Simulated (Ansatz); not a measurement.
Working through vertical energies of changing the electron count of Cl2H2NNbS, SMILES [NH2][Nb](=[S])([Cl])[Cl]

Computed with the Ansatz DFT code, driven from Python.

`cl2h2nnbs.xyz`
```text
7

N    -0.48230    0.68540    1.15700
Nb    0.46770   -0.32570   -0.39310
S     1.79500   -1.61310    0.42400
Cl   -1.05390   -1.54980   -1.68590
Cl    1.61610    1.22850   -1.83120
H    -1.13490    1.45700    0.67430
H    -1.14650    0.04970    1.60920
```

Notebook, run cell by cell (the value of a cell's last expression is shown):

In [1]:
```python
import ansatz as az
```

In [2]:
```python
def energy_of(molecule, charge=0, unpaired=0):
    calc = molecule.calculation().basis(gaussian="def2-SVPD").functional("b3lyp", dispersion="d4")
    if charge:
        calc = calc.charge(charge)
    if unpaired:
        calc = calc.spin("collinear", total=unpaired)
    return calc.run(threads=1, pin="off").report["free_energy_ev"]
```

In [3]:
```python
system = az.Crystal.molecule_from_extxyz("cl2h2nnbs.xyz")
```

In [4]:
```python
# total-energy differences at one geometry
parent = energy_of(system, 0, 0)
cation = energy_of(system, 1, 1)
print(f"E(N)   = {parent:.5f} eV")
print(f"E(N-1) = {cation:.5f} eV  (1 unpaired)")
print(f"vertical ionisation energy {cation - parent:.3f} eV")
```
```text
E(N)   = -38949.44723 eV
E(N-1) = -38939.35911 eV  (1 unpaired)
vertical ionisation energy 10.088 eV
```

At this unrelaxed geometry removing an electron costs 10.09 eV.

What to keep in mind:
- Total energies depend on the basis set; only differences at equal settings carry meaning.
- The geometry is a force-field or estimated start, not a minimum of this method, and the basis set is short of its limit. All parts are taken at fixed geometry, without zero-point energy. At an unrelaxed start these energies can be a whole eV from those at the minimum, and a small affinity can change sign.
- def2 sets replace the cores of elements past krypton by effective core potentials.
- b3lyp holds the VWN-RPA fit, as in Gaussian; the form of ORCA and Turbomole is b3lyp5.
- Finished in 35 s on 1 thread of Intel(R) Xeon(R) 6975P-C (Granite Rapids), with other jobs on the host, peak memory 0.67 GiB.

(Lines on the test bed's own set-up are left out of the output.)
